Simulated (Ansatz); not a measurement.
# Mg started on a Li site in perovskite LiBaF3, 10 atoms, charge 0

Wanted: the effect of changed settings on energy, forces, pressure and convergence.

Method: density functional theory in Ansatz 0.2.0, PAW datasets, plane waves.

2 further runs of the same task are left out: 2 that didn't finish.

## (1) Starting point

10 atoms (2 Ba, 1 Mg, 1 Li, 6 F); a = 7.917 Å, b = 3.959 Å, c = 3.959 Å, α = 90.00°, β = 90.00°, γ = 90.00°. All atoms were shaken off their sites by about 0.10 Å along each axis. Defect site 1: (0.250, 0.500, 0.500). Starting moments add up to 1 μB.

## (2) PBEsol single point

The input, in.yaml:

```yaml
crystal:
  lattice:
    - [7.917162, 0.000000, 0.000000]
    - [0.000000, 3.958581, 0.000000]
    - [0.000000, 0.000000, 3.958581]
  atoms:
    - { symbol: Ba, position: [0.028505, 0.954871, 0.004644] }
    - { symbol: Ba, position: [0.498964, 0.018170, 0.971225] }
    - { symbol: Mg, position: [0.243927, 0.483858, 0.438685], spin: 0.2 }
    - { symbol: Li, position: [0.744672, 0.495042, 0.460204] }
    - { symbol: F, position: [0.245364, 0.509429, 0.012365], spin: 0.2 }
    - { symbol: F, position: [0.748421, 0.502377, 0.025016] }
    - { symbol: F, position: [0.993725, 0.514366, 0.440828], spin: 0.2 }
    - { symbol: F, position: [0.495636, 0.495039, 0.494412], spin: 0.2 }
    - { symbol: F, position: [0.245183, 0.019157, 0.496936], spin: 0.2 }
    - { symbol: F, position: [0.740594, 0.938168, 0.535239] }
kpoints:
  mp_grid: { grid: [2, 2, 2], shift: [0.5, 0.5, 0.5] }
hamiltonian:
  xc: pbesol
magnetization:
  spin_polarized: true
scf:
  occupations: { method: fermi_dirac, width: 0.01 }
output:
  forces: true
  eigenvalues: true
  stress: true
  populations: true
```

The run is started by

```
$ ansatz run in.yaml --threads 7 --pin off --max-ram 13300MiB --runs-dir r --events-out ev --progress --plain
```

## (3) Changed settings: mixing beta 0.4, cutoff 300 eV, smearing width 0.5 eV

Changes to in.yaml since step 2:

```diff
@@ -18,2 +18,3 @@
   mp_grid: { grid: [2, 2, 2], shift: [0.5, 0.5, 0.5] }
+basis: { ecutwfc: 300 }
 hamiltonian:
@@ -23,3 +24,5 @@
 scf:
-  occupations: { method: fermi_dirac, width: 0.01 }
+  occupations: { method: fermi_dirac, width: 0.5 }
+  max_iter: 60
+  mixing: { beta: 0.4 }
 output:
@@ -28,2 +31 @@
   stress: true
-  populations: true
```

## (4) Run again with at most 4 cycles

Changes to in.yaml since step 3:

```diff
@@ -18,3 +18,2 @@
   mp_grid: { grid: [2, 2, 2], shift: [0.5, 0.5, 0.5] }
-basis: { ecutwfc: 300 }
 hamiltonian:
@@ -24,5 +23,4 @@
 scf:
-  occupations: { method: fermi_dirac, width: 0.5 }
-  max_iter: 60
-  mixing: { beta: 0.4 }
+  occupations: { method: fermi_dirac, width: 0.01 }
+  max_iter: 4
 output:
```

## (5) Changed settings: starting moment 4 μB

The input, in.yaml:

```yaml
crystal:
  lattice:
    - [7.917162, 0.000000, 0.000000]
    - [0.000000, 3.958581, 0.000000]
    - [0.000000, 0.000000, 3.958581]
  atoms:
    - { symbol: Ba, position: [0.028505, 0.954871, 0.004644] }
    - { symbol: Ba, position: [0.498964, 0.018170, 0.971225] }
    - { symbol: Mg, position: [0.243927, 0.483858, 0.438685] }
    - { symbol: Li, position: [0.744672, 0.495042, 0.460204] }
    - { symbol: F, position: [0.245364, 0.509429, 0.012365] }
    - { symbol: F, position: [0.748421, 0.502377, 0.025016] }
    - { symbol: F, position: [0.993725, 0.514366, 0.440828] }
    - { symbol: F, position: [0.495636, 0.495039, 0.494412] }
    - { symbol: F, position: [0.245183, 0.019157, 0.496936] }
    - { symbol: F, position: [0.740594, 0.938168, 0.535239] }
kpoints:
  mp_grid: { grid: [2, 2, 2], shift: [0.5, 0.5, 0.5] }
hamiltonian:
  xc: pbesol
magnetization:
  spin_polarized: true
  initial_magnetization: 4
scf:
  occupations: { method: fermi_dirac, width: 0.01 }
  max_iter: 90
output:
  forces: true
  eigenvalues: true
  stress: true
```

## (6) Changed settings: at most 14 cycles

The input, in.yaml:

```yaml
crystal:
  lattice:
    - [7.917162, 0.000000, 0.000000]
    - [0.000000, 3.958581, 0.000000]
    - [0.000000, 0.000000, 3.958581]
  atoms:
    - { symbol: Ba, position: [0.028505, 0.954871, 0.004644] }
    - { symbol: Ba, position: [0.498964, 0.018170, 0.971225] }
    - { symbol: Mg, position: [0.243927, 0.483858, 0.438685], spin: 0.2 }
    - { symbol: Li, position: [0.744672, 0.495042, 0.460204] }
    - { symbol: F, position: [0.245364, 0.509429, 0.012365], spin: 0.2 }
    - { symbol: F, position: [0.748421, 0.502377, 0.025016] }
    - { symbol: F, position: [0.993725, 0.514366, 0.440828], spin: 0.2 }
    - { symbol: F, position: [0.495636, 0.495039, 0.494412], spin: 0.2 }
    - { symbol: F, position: [0.245183, 0.019157, 0.496936], spin: 0.2 }
    - { symbol: F, position: [0.740594, 0.938168, 0.535239] }
kpoints:
  mp_grid: { grid: [2, 2, 2], shift: [0.5, 0.5, 0.5] }
hamiltonian:
  xc: pbesol
magnetization:
  spin_polarized: true
scf:
  occupations: { method: fermi_dirac, width: 0.01 }
  max_iter: 14
output:
  forces: true
  eigenvalues: true
  stress: true
```

**Question.** What will these runs give? Wanted: for each run, settings; status; energy from base; forces from base.

**Answer**, as computed:

| settings | status | cycles | time | energy from base (meV/atom) | forces from base (eV/Å rms) | filled to empty level on the mesh (eV) |
| --- | --- | --- | --- | --- | --- | --- |
| base | converged | 15 | 2.6 s (7 CPU threads) | 0 | 0 | 0.40 |
| mixing beta 0.4, cutoff 300 eV, smearing width 0.5 eV | converged, settings too loose | 12 | 1.4 s (7 CPU threads) | +385.2 | 0.160 | - |
| at most 4 cycles | not converged | - | 1.7 s (7 CPU threads) | - | - | - |
| starting moment 4 μB | converged | 15 | 2.2 s (7 CPU threads) | 0.0 | 0.000 | 0.40 |
| at most 14 cycles | converged | 14 | 2.4 s (7 CPU threads) | 0.0 | 0.000 | 0.40 |

**What this shows.** Among these variants the forces move most with mixing beta 0.4, cutoff 300 eV, smearing width 0.5 eV (0.160 eV/Å rms). 1 of 4 variants gave no result: at most 4 cycles (not converged).
